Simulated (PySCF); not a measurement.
# A diatomic session: TbP

Aim: find the lowest electronic state of TbP, scan its bond at several levels of theory, and get bond length, wavenumber and dissociation energy from each curve.

The runs use PySCF 2.14.0; Tb x2c-TZVPall, P x2c-TZVPall, spin-free X2C with a Gaussian nucleus.

**1. Input**

A driver script around PySCF takes these settings:

- atoms: Tb, P
- charge: 0
- basis: Tb x2c-TZVPall, P x2c-TZVPall
- Hamiltonian: spin-free X2C with a Gaussian nucleus
- basis functions: 141
- electrons treated: 80
- masses in u: 158.9253, 30.9738
- levels: PBE0, PBE, r²SCAN, BHandHLYP, MN15, ωB97X, HF, MP2, SCS-MP2
- grid: 80 radial by 434 angular points
- occupations: held fixed by the projection of orbital angular momentum
- dissociation limit: Tb + P, each in its ground configuration
- starting distance in angstrom: 2.374
- values of 2S to try: 4, 6, 8

Run with:

```
$ OMP_NUM_THREADS=4 python dia.py task.json out
```

The runs that follow: First curve: PBE0; Higher solutions at PBE0; PBE; r²SCAN (meta-GGA); BHandHLYP (global hybrid GGA); MN15 (hybrid meta-GGA); ωB97X (range-separated hybrid); ROHF (mean field).

**Question.** What will these runs give? Wanted: for each run, Re; ωe; De; μ.

As calculated:

Lowest PBE0 solution found, without spin–orbit coupling: ⁷Δ (septet), unpaired electrons σ ↑, π ↑↑, δ ↑, φ ↑↑, about 8.1 electrons in the 4f shell (Mulliken). State 2 has its PBE0 minimum 0.17 eV higher. State 3 has its PBE0 minimum 0.45 eV higher, as a spin-mixed determinant (⟨S²⟩ = 8.02), so this is no gap between pure states. The other levels ran on the lowest alone.

```tsv
level	Re (Å)	ωe (cm⁻¹)	De (eV)	μ (D)
ROHF	2.332	457	2.90	-9.18
ROHF-MP2	2.329	435	3.56	n/a
ROHF-SCS-MP2	2.342	428	3.37	n/a
PBE	2.345	375	2.86	-6.55
r²SCAN	2.309	416	3.08	-6.72
PBE0	2.305	437	2.84	-6.90
MN15	2.286	438	2.19	-6.86
ωB97X	2.280	462	2.03	-8.09
```

De is counted to Tb + P in their ground configurations. A positive dipole means Tb(−)P(+). No constants: BHandHLYP (the points don't follow one smooth fit).

What this shows: The methods spread over 0.065 Å in bond length, from ωB97X to PBE. Of the levels with a De here, ωB97X gives the least (2.03 eV) and ROHF-MP2 the most (3.56 eV).

Correlated steps freeze 23 core orbitals. These are scalar-relativistic numbers at best; spin–orbit coupling would shift them, the dissociation energy most. With d or f electrons several states lie close, and the lowest PBE0 determinant need not be the measured ground state. With spin–orbit coupling the term label itself may not hold.
